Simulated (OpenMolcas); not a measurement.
# Pd⁵⁺ among point charges: CASSCF and CASPT2 levels and susceptibility

How does a field of 6 point charges split the states of Pd⁵⁺, and what χT follows?

Program: OpenMolcas 26.06. Level of theory: state-averaged CASSCF and CASPT2, spin-orbit coupling by RASSI with atomic mean-field integrals. These are calculated values, not measurements, unless marked.

## (1) What is computed

| Quantity | Value |
| --- | --- |
| Species | Pd⁵⁺ (palladium, Z = 46, 41 electrons) |
| Basis | ANO-RCC-VDZP [6s5p3d1f], 43 functions |
| Scalar Hamiltonian | DKH2, point nucleus |
| Inactive shells | 1s 2s 2p 3s 3p 3d 4s 4p |
| Active space | 5 electrons in 5 orbitals (4d) |
| Some configurations of this space | 4d5 |
| Orbitals | optimised for each spin and parity, averaged over all roots |

Outer shells as boxes (Hund's rule):

4d5
```
4d [↑ ][↑ ][↑ ][↑ ][↑ ]
```

The ion sits among 6 point charges of -0.8 e arranged as a trigonal antiprism (D3d), 2.01 Å from the ion, with a polar angle of 56.4° against the regular 54.74°.

The work runs as a chain of OpenMolcas steps in one folder; each step below is one input file. Labels, J, g values, rates, χT and fits are worked out afterwards by a script from the matrices that RASSI stores. The input lists half of the charges; inversion (Group=XYZ) makes the rest.

## (2) GATEWAY and SEWARD: basis and integrals

The input, a.inp:

```
&GATEWAY
Coord
1

Pd 0.0 0.0 0.0
Basis=ANO-RCC-VDZP
Group=XYZ
NoMove
AngMom=0.0 0.0 0.0
AMFI
XField
3 Angstrom 0
0.000000 1.673738 1.112969 -0.800000
1.449500 -0.836869 1.112969 -0.800000
1.449500 0.836869 -1.112969 -0.800000
&SEWARD
```

The run is started by

```
$ OMP_NUM_THREADS=1 MOLCAS_MEM=1689 MOLCAS_PROJECT=a pymolcas a.inp > a.log
```

## (3) CASSCF: sextets of even parity, 1 root

The input, a.inp:

```
&RASSCF
FileOrb=start.orb
Symmetry=1
Spin=6
nActEl=5 0 0
Inactive=9 9
Ras2=5 0
CIRoot=1 1 1
SDav=1
CIMx=300
Iter=120 100
PrWF=0.3
OrbListing=Nothing
MaxOrb=0
>>> COPY $Project.JobIph JOB001
```

start.orb holds the contracted functions of the basis, ordered by shell, or the orbitals of the step before.

## (4) CASSCF: quartets of even parity, 24 roots

The input, a.inp:

```
&RASSCF
FileOrb=start.orb
Symmetry=1
Spin=4
nActEl=5 0 0
Inactive=9 9
Ras2=5 0
CIRoot=24 24 1
SDav=24
CIMx=300
Iter=120 100
PrWF=0.3
OrbListing=Nothing
MaxOrb=0
>>> COPY $Project.JobIph JOB002
```

## (5) Reference wave functions, doublets of even parity, 75 roots

The input, a.inp:

```
&RASSCF
FileOrb=start.orb
Symmetry=1
Spin=2
nActEl=5 0 0
Inactive=9 9
Ras2=5 0
CIRoot=75 75 1
SDav=75
CIMx=300
Iter=120 100
PrWF=0.3
OrbListing=Nothing
MaxOrb=0
>>> COPY $Project.JobIph JOB003
```

## (6) State interaction with spin-orbit coupling

The input, a.inp:

```
&RASSI
NrOfJobIphs=3 1 24 75
1
1 2 3 4 5 6 7 8 9 10 11 12 13 14 15 16 17 18 19 20 21 22 23 24
1 2 3 4 5 6 7 8 9 10 11 12 13 14 15 16 17 18 19 20 21 22 23 24 25 26 27
28 29 30 31 32 33 34 35 36 37 38 39 40 41 42 43 44 45 46 47 48 49 50 51
52 53 54 55 56 57 58 59 60 61 62 63 64 65 66 67 68 69 70 71 72 73 74 75
IphNames
JOB001
JOB002
JOB003
EJob
SpinOrbit
DIPRint=1.0
SOCoupling=1000.0
Subsets=2
Property=9
'ANGMOM' 1 'ANGMOM' 2 'ANGMOM' 3 'MLTPL  1' 1 'MLTPL  1' 2 'MLTPL  1' 3
'AMFI' 1 'AMFI' 2 'AMFI' 3
SOProperty=3
'ANGMOM' 1 'ANGMOM' 2 'ANGMOM' 3
```

## (7) CASPT2: IPEA 0.25, imaginary shift 0.1 (closed shells correlated: 4s 4p)

The input, a.inp:

```
>>> COPY JOB001 $Project.JobIph
&CASPT2
Multistate=1 1
Frozen=8 6
IPEA=0.25
Imaginary=0.1
MaxIter=60
WThr=0.0 0.3 0.05
PrWF=0.5
NoMix
>>> COPY JOB002 $Project.JobIph
&CASPT2
Multistate=24 1 2 3 4 5 6 7 8 9 10 11 12 13 14 15 16 17 18 19 20 21 22
23 24
NoMult
Frozen=8 6
IPEA=0.25
Imaginary=0.1
MaxIter=60
WThr=0.0 0.3 0.05
PrWF=0.5
NoMix
>>> COPY JOB003 $Project.JobIph
&CASPT2
Multistate=75 1 2 3 4 5 6 7 8 9 10 11 12 13 14 15 16 17 18 19 20 21 22
23 24 25 26 27 28 29 30 31 32 33 34 35 36 37 38 39 40 41 42 43 44 45 46
47 48 49 50 51 52 53 54 55 56 57 58 59 60 61 62 63 64 65 66 67 68 69 70
71 72 73 74 75
NoMult
Frozen=8 6
IPEA=0.25
Imaginary=0.1
MaxIter=60
WThr=0.0 0.3 0.05
PrWF=0.5
NoMix
```

(Steps that only read results are left out.)

What does the calculation give? Wanted: spin-free ground state; lowest level; next level.

**Answer**, as computed:

```
                 quantity                                                                        value
                   method  SS-CASPT2, IPEA 0.25, imaginary shift 0.1 (closed shells correlated: 4s 4p)
   spin-free ground state                                              6A1, 1-fold in its orbital part
             lowest level                                            2-fold E1/2, g = 1.98, 5.98, 5.98
               next level                                                                     0.6 cm⁻¹
              χT at 300 K                                                               4.36 cm³ K/mol
effective moment at 300 K                                                                      5.90 μB
```

Cost by method:

```tsv
method	time of its own steps	time with the reference
A. CASSCF	35 s	35 s
B. SS-CASPT2, IPEA 0.25, imaginary shift 0.1, +4s 4p	8.6 s	43 s
```

Times are of one thread on a shared host.

**Reading.** The spin-free ground state (6A1) comes to 100 % from free-ion S terms and keeps the highest spin of the shell. χT at 300 K is 4.36, against 4.39 cm³ K/mol for the spin alone, as a half-filled shell (L = 0) has no orbital moment. An active space of the d shell alone favours high spin; real ions in strong fields can be low spin. CASPT2 does not keep the components of a term degenerate, and the means are used. The field of point charges can differ much from that of real complexes. With metal d orbitals alone active, the gaps between spin states are rough; where two lie within a few thousand cm-1, their order is open. This is an electrostatic model: the charges have no orbitals.
